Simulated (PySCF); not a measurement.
# H4LuO4 (Lu(OH)4-): the cost of one run

Computed with PySCF 2.14.0. Level: several levels, as the steps say, no spin–orbit coupling.

1 further run of the same task is left out (for a known fault of the program).

## 1. Where the work starts

9 atoms, charge -1, spin multiplicity 1.

Bond lengths: Lu1–O2 2.085 Å, Lu1–O4 2.085 Å, Lu1–O6 2.085 Å, Lu1–O8 2.085 Å, O2–H3 0.957 Å, O4–H5 0.957 Å, O6–H7 0.957 Å, O8–H9 0.957 Å. Angles: O2–Lu1–O4 112.0°, O2–Lu1–O6 108.2°, O2–Lu1–O8 108.2°, O4–Lu1–O6 108.2°, O4–Lu1–O8 108.2°, O6–Lu1–O8 112.0°, Lu1–O2–H3 136.5°, Lu1–O4–H5 136.5°, Lu1–O6–H7 136.4°, Lu1–O8–H9 136.4°.

As a file:

```xyz
9
H4LuO4
Lu    0.00000    0.00000   -0.00008
O     1.14347    1.29638    1.16595
H     2.07523    1.46039    1.31038
O    -1.14347   -1.29638    1.16595
H    -2.07523   -1.46039    1.31038
O     1.29634   -1.14344   -1.16617
H     1.46054   -2.07547   -1.31013
O    -1.29634    1.14344   -1.16617
H    -1.46054    2.07547   -1.31013
```

Formal oxidation states: Lu +3. Each metal's 14 4f electrons lie in its core potential, so multiplicities, spins and levels count the valence alone. An earlier session relaxed this geometry at PBE0, Lu lcecp-1-SVP with ECP60, O def2-SVP, H def2-SVP (singlet, point group S4).

At PBE0 on the finer grid: E = -343.010620 Eh, HOMO -2.47 eV, LUMO 4.27 eV, Mulliken charge on Lu1 +0.71 e, largest force component 0.014 eV/Å. 

Levels to run: wB97X; BP86; PBE0, TZVP. Hardware: 2 threads of Arm Neoverse V1, shared host.

## 2. wB97X

Contents of run.py (the lines that set the calculation):

```python
mol = gto.M(atom='''
Lu     0.00000     0.00000    -0.00008
O      1.14347     1.29638     1.16595
H      2.07523     1.46039     1.31038
O     -1.14347    -1.29638     1.16595
H     -2.07523    -1.46039     1.31038
O      1.29634    -1.14344    -1.16617
H      1.46054    -2.07547    -1.31013
O     -1.29634     1.14344    -1.16617
H     -1.46054     2.07547    -1.31013''',
    basis={'Lu': 'lcecp-1-SVP', 'O': 'def2-SVP', 'H': 'def2-SVP'},
    ecp={'Lu': 'lcecp-1-SVP'},
    charge=-1, spin=0)
mf = dft.RKS(mol, xc='WB97X')
mf.grids.atom_grid = (75, 302)  # f atoms: unpruned, at least (60, 302)
mf = mf.density_fit()  # fitting sets: Lu AutoAux, O def2-universal-JKFIT, H def2-universal-JKFIT
mf.conv_tol = 1e-08; mf.max_cycle = 55
mf.kernel(dm0)  # dm0: the density of the relaxed state
```

On the command line:

```bash
OMP_NUM_THREADS=2 python run.py
```

**Question.** How long does this run take on 2 threads of Arm Neoverse V1, shared host?

About 12 s.
